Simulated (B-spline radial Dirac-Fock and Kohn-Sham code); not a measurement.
# An X-ray data sheet for Tl³⁸⁺, step by step

Wanted for Tl³⁸⁺: its X-ray form factor and Compton profile and the binding energy of each subshell.

The numbers are computed with B-spline radial Dirac-Fock and Kohn-Sham code (version 2): a free atom or ion on a radial basis; each step names its model.

**1. What is computed**

Thallium as Tl³⁸⁺, configuration [Kr] 4d7.

```yaml
nuclear_charge: 81
electrons: 43
mass_number: 205
nuclear_rms_radius: 5.4759 fm
```

Outer shells as boxes (Hund's rule, for the drawing alone; heavy ions are jj-coupled, and the calculation averages over the configuration):

```
[Kr] core
4d [↑↓][↑↓][↑ ][↑ ][↑ ]
```

**2. Scattering by the electron cloud**

Model: Dirac-Fock average of configuration, finite nucleus; form factor of the spherical density, Waller-Hartree incoherent function, impulse-approximation Compton profiles.

Recorded inputs:

```ini
task = scatter
Z = 81
charge = 38
configuration = 1s2 2s2 2p6 3s2 3p6 3d10 4s2 4p6 4d7
mass_number = 205
rms_radius = 5.4759  # fm
s = [0.0, 0.05, 0.1, 0.15, 0.2, 0.25, 0.3, 0.35, 0.4, 0.45, 0.5, 0.6, 0.7, 0.8, 0.9, 1.0, 1.1, 1.2, 1.4, 1.6, 1.8, 2.0, 2.5, 3.0, 3.5, 4.0, 5.0, 6.0]  # 1/A
pz = [0, 0.1, 0.2, 0.3, 0.4, 0.5, 0.6, 0.8, 1.0, 1.2, 1.4, 1.6, 1.8, 2.0, 2.5, 3.0, 4.0, 5.0, 7.0, 10.0, 15.0, 20.0, 30.0, 40.0, 60.0, 100.0]  # a.u.
photon_energy = [1000, 8047.8, 10000, 20000, 30000, 50000, 100000, 200000]  # eV
```

Results of the run (chosen fields of its result record, rounded):

```text
{
  "status": "converged",
  "form_factor [e]": [43.0, 42.944, 42.776, 42.5, 42.117, 41.634, 41.056, 40.39, 39.644, 38.827, 37.949, 36.044, 34.01, 31.92, 29.843, 27.837, 25.946, 24.199, 21.198, 18.84, 17.016, 15.573, 12.777, 10.39, 8.3582, 6.8398, 5.1731, 4.3771],
  "incoherent": [5.0093e-12, 0.047354, 0.18844, 0.4204, 0.73859, 1.1368, 1.6076, 2.1425, 2.7325, 3.3683, 4.0405, 5.4595, 6.9267, 8.3937, 9.8282, 11.212, 12.538, 13.805, 16.17, 18.321, 20.259, 21.98, 25.439, 28.056, 30.172, 31.933, 34.66, 36.63],
  "compton_total [1/a.u.]": [2.047, 2.0467, 2.046, 2.0447, 2.0429, 2.0405, 2.0377, 2.0304, 2.0211, 2.0096, 1.996, 1.9802, 1.9622, 1.942, 1.8822, 1.8095, 1.632, 1.4297, 1.0485, 0.68921, 0.40062, 0.23868, 0.095611, 0.045026, 0.01441, 0.0030744],
  "shells": ["1s1/2", "2s1/2", "2p1/2", "2p3/2", "3s1/2", "3p1/2", "3p3/2", "3d3/2", "3d5/2", "4s1/2", "4p1/2", "4p3/2", "4d3/2", "4d5/2"],
  "occupation": [2.0, 2.0, 2.0, 4.0, 2.0, 2.0, 4.0, 4.0, 6.0, 2.0, 2.0, 4.0, 2.8, 4.2],
  "mean_momentum [a.u.]": [88.763, 31.676, 41.532, 35.63, 16.122, 19.19, 17.468, 20.916, 20.336, 9.429, 10.581, 9.9547, 11.24, 11.03],
  "r2 [bohr^2]": 3.0459,
  "r_inverse [1/bohr]": 572.69,
  "r1 [bohr]": 9.2005,
  "coherent [b]": [1225.9, 1006.5, 915.69, 535.3, 344.74, 175.11, 60.074, 18.133],
  "incoherent_cross_section [b]": [0.040705, 2.1227, 2.982, 7.0732, 10.021, 13.291, 15.76, 15.261],
  "radial_jk": {
    "4d": {"j0": [1.0, 0.99697, 0.98791, 0.97298, 0.95242, 0.92653, 0.89573, 0.86049, 0.82133, 0.77882, 0.73357, 0.63735, 0.53765, 0.43915, 0.34593, 0.26123, 0.18736, 0.12562, 0.039453, -0.002189, -0.01102, -0.00039071, 0.044611, 0.061003, 0.048485, 0.02733, -0.0010438, -0.0078986], "j2": [0.0, 0.0012129, 0.0048241, 0.010751, 0.018859, 0.028966, 0.040846, 0.054237, 0.068846, 0.084361, 0.10046, 0.13307, 0.16413, 0.19139, 0.21304, 0.2279, 0.23538, 0.2355, 0.2162, 0.17822, 0.13199, 0.086787, 0.011551, -0.0047273, 0.0076661, 0.022655, 0.031457, 0.023029], "j4": [0.0, 5.1475e-07, 8.1963e-06, 4.1162e-05, 0.00012864, 0.00030956, 0.00063069, 0.0011444, 0.0019062, 0.0029718, 0.004395, 0.0085017, 0.014517, 0.022557, 0.032534, 0.044151, 0.056931, 0.070266, 0.095896, 0.11596, 0.12694, 0.12769, 0.094787, 0.046321, 0.012399, -0.001297, 0.0037726, 0.013977], "r2": 0.16489, "r4": 0.039866, "r6": 0.012761}
  }
}
```

The scattering functions against s = sin θ / λ:

```csv
s (1/Å),f (e),f / N,S(s)
0,43.00,1.000,0
0.100,42.78,0.995,0.1884
0.200,42.12,0.979,0.7386
0.300,41.06,0.955,1.608
0.400,39.64,0.922,2.733
0.500,37.95,0.883,4.041
0.700,34.01,0.791,6.927
0.900,29.84,0.694,9.828
1.10,25.95,0.603,12.54
1.40,21.20,0.493,16.17
1.80,17.02,0.396,20.26
2.50,12.78,0.297,25.44
3.50,8.358,0.194,30.17
5.00,5.173,0.120,34.66
```

**3. Hole states by ΔSCF**

Model: Dirac-Fock average of configuration, Delta-SCF, finite nucleus, first-order Breit with its frequency dependence, self-energy and vacuum polarisation.

The run's settings:

```ini
task = binding
```

Results of the run (chosen fields of its result record, rounded):

```text
{
  "status": "converged",
  "shells": ["K", "L1", "L2", "L3", "M1", "M2", "M3", "M4", "M5", "N1", "N2", "N3", "N4,5"],
  "total_energy_parts [Ha]": [-19421.6761, 26.1751198, -2.75412765, -0.53299911, 19.9784145, -3.98505639],
  "koopmans [eV]": [87728.9, 17112.3, 16461.1, 14393.1, 5371.51, 5082.47, 4608.33, 4141.32, 4041.09, 2309.39, 2178.54, 2036.29, 1815.54],
  "dirac_coulomb [eV]": [87662.2, 17083.0, 16426.9, 14362.8, 5362.88, 5072.88, 4600.06, "-", 4031.01, 2307.94, 2176.99, 2034.98, 1814.14],
  "gaunt [eV]": [-343.758, -40.0032, -67.5356, -45.5457, -8.0564, -13.4986, -8.91445, "-", -4.29659, -2.41406, -3.91967, -2.57421, -1.32607],
  "retardation [eV]": [25.9064, 3.56881, 7.14906, 7.15973, 0.748096, 1.41799, 1.435, "-", 0.591298, 0.271658, 0.462969, 0.466894, 0.226892],
  "breit_frequency [eV]": [6.50981, -0.535434, -0.10046, 2.86507, -0.146398, -0.181395, 0.600926, "-", 0.0052731, -0.0454815, -0.0641818, 0.180479, -0.00953929],
  "self_energy [eV]": [-207.462, -31.3042, -1.06749, -2.56948, -7.39196, -0.409279, -0.663772, "-", 0.255426, -2.2222, -0.11526, -0.196354, 0.10246],
  "vacuum_polarisation [eV]": [43.7005, 6.23855, 0.421061, -0.210694, 1.44257, 0.104774, -0.0627059, "-", -0.0659927, 0.434885, 0.0323513, -0.0195168, -0.0200366],
  "binding [eV]": [87187.1, 17020.9, 16365.8, 14324.5, 5349.47, 5060.31, 4592.46, "-", 4027.5, 2303.97, 2173.39, 2032.83, 1813.12],
  "mean_radius [bohr]": [0.01632, 0.0680368, 0.0559655, 0.0647142, 0.175381, 0.165967, 0.181206, 0.157771, 0.162406, 0.363721, 0.361193, 0.384944, 0.382558]
}
```

total_energy_parts: Dirac-Coulomb, Gaunt, retardation, frequency dependence, self-energy, vacuum polarisation. Blank entries are hole states that did not converge, or in which two open shells of one symmetry are about equally filled, where the average of configuration falls too low.

The binding energies by parts, in eV; the parts add up.

```csv
level,-ε,relaxation,Breit,QED,binding
K (1s),87728.9,-66.76,-311.34,-163.76,87187.1
L1 (2s),17112.3,-29.37,-36.97,-25.07,17020.9
L2 (2p1/2),16461.1,-34.25,-60.49,-0.65,16365.8
L3 (2p3/2),14393.1,-30.28,-35.52,-2.78,14324.5
M1 (3s),5371.5,-8.64,-7.45,-5.95,5349.5
M2 (3p1/2),5082.5,-9.59,-12.26,-0.30,5060.3
M3 (3p3/2),4608.3,-8.27,-6.88,-0.73,4592.5
M5 (3d5/2),4041.1,-10.08,-3.70,0.19,4027.5
N1 (4s),2309.4,-1.45,-2.19,-1.79,2304.0
N2 (4p1/2),2178.5,-1.55,-3.52,-0.08,2173.4
N3 (4p3/2),2036.3,-1.31,-1.93,-0.22,2032.8
"N4,5 (4d)",1815.5,-1.40,-1.11,0.08,1813.1
```

Line energies follow by subtraction:

```csv
line,energy (eV)
Kβ2' (K-N3),85154.2
Kβ2'' (K-N2),85013.7
Kβ1 (K-M3),82594.6
Kβ3 (K-M2),82126.8
Kα1 (K-L3),72862.6
Kα2 (K-L2),70821.3
Lγ3 (L1-N3),14988.1
Lγ2 (L1-N2),14847.5
Lγ5 (L2-N1),14061.8
Lβ3 (L1-M3),12428.5
Lβ6 (L3-N1),12020.5
Lβ4 (L1-M2),11960.6
Lη (L2-M1),11016.3
Lα1 (L3-M5),10297.0
```

**4. What came out**

```
                             quantity         value
     rms radius of the electron cloud    0.266 bohr
                form factor halves at       1.4 1/Å
              Compton profile at zero  2.047 1/a.u.
         deepest level listed, K (1s)    87187.1 eV
               least bound, N4,5 (4d)     1813.1 eV
                                  Kα1    72862.6 eV
ionisation energy, NIST (theoretical)    1802.00 eV
```

What this shows: The form factor starts at the 43 electrons and halves by s = 1.4 1/Å. For K (1s), relaxation takes off 66.8 eV, Breit terms shift it by -311.34 and QED by -163.76 eV. NIST's ionisation energy differs by -11.12 eV from the least binding energy; the calculation averages open shells over their j components and terms. The Hartree-Fock and Dirac-Fock values hold no electron correlation.
